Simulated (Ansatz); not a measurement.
# Cl: the cost of one run

Program: Ansatz 0.2.0. Level of theory: DFT PBE, scalar-relativistic, plane waves, PAW. These are calculated values, not measurements.

### Step 1. The starting structure

It takes space group Cmce (No. 64, orthorhombic). The conventional cell has a = 7.903 Å, b = 4.290 Å, c = 8.342 Å, α = 90.00°, β = 90.00°, γ = 90.00°. Cl (site symmetry m) has 1 Cl at 2.03 Å as nearest neighbours.

Coordinates:

```cif
data_structure
_symmetry_space_group_name_H-M 'Cmce'
_symmetry_Int_Tables_number 64
_cell_length_a 7.9033
_cell_length_b 4.2901
_cell_length_c 8.3419
_cell_angle_alpha 90.000
_cell_angle_beta 90.000
_cell_angle_gamma 90.000
_cell_volume 282.84
loop_
_atom_site_label
_atom_site_type_symbol
_atom_site_symmetry_multiplicity
_atom_site_Wyckoff_symbol
_atom_site_fract_x
_atom_site_fract_y
_atom_site_fract_z
_atom_site_occupancy
Cl1 Cl 8 f 0.50000 0.11337 0.60651 1
```

This cell was relaxed beforehand with the same method: volume 35.35 Å³/atom, gap on the mesh 2.29 eV.

### Step 2. The cell scaled to 0.97 of its volume

input.yaml

```yaml
crystal:
  lattice:
    - [3.911715574, -2.1233578861, 0.0]
    - [3.911715574, 2.1233578861, 0.0]
    - [0.0, 0.0, 8.2576795649]
  atoms:
    - { symbol: Cl, position: [0.8866287545, 0.1133712455, 0.1065057879] }
    - { symbol: Cl, position: [0.6133712455, 0.3866287545, 0.6065057879] }
    - { symbol: Cl, position: [0.1133712455, 0.8866287545, 0.8934942121] }
    - { symbol: Cl, position: [0.3866287545, 0.6133712455, 0.3934942121] }
basis:
  ecutwfc: 420
kpoints:
  mp_grid: { grid: [8, 8, 4] }
hamiltonian:
  xc: pbe
scf:
  occupations: { method: gaussian, width: 0.02 }
output:
  forces: true
  stress: true
  eigenvalues: true
relax:
  adjacent_minimum: "off"
  f_tol: 0.01
  max_steps: 30
  cell: { stress_tol: 0.1, fix: [volume] }
```

On the command line:

```sh
$ ansatz run input.yaml --threads 1 --pin off --max-ram 2560MiB --backend cpu --events-out ev --progress --plain --runs-dir out
```

Q: Estimate wall time and peak memory on 1 thread of Intel Xeon at 2.50GHz (Skylake/Cascade Lake), shared host.

About 71 s, with a peak of 0.46 GiB.
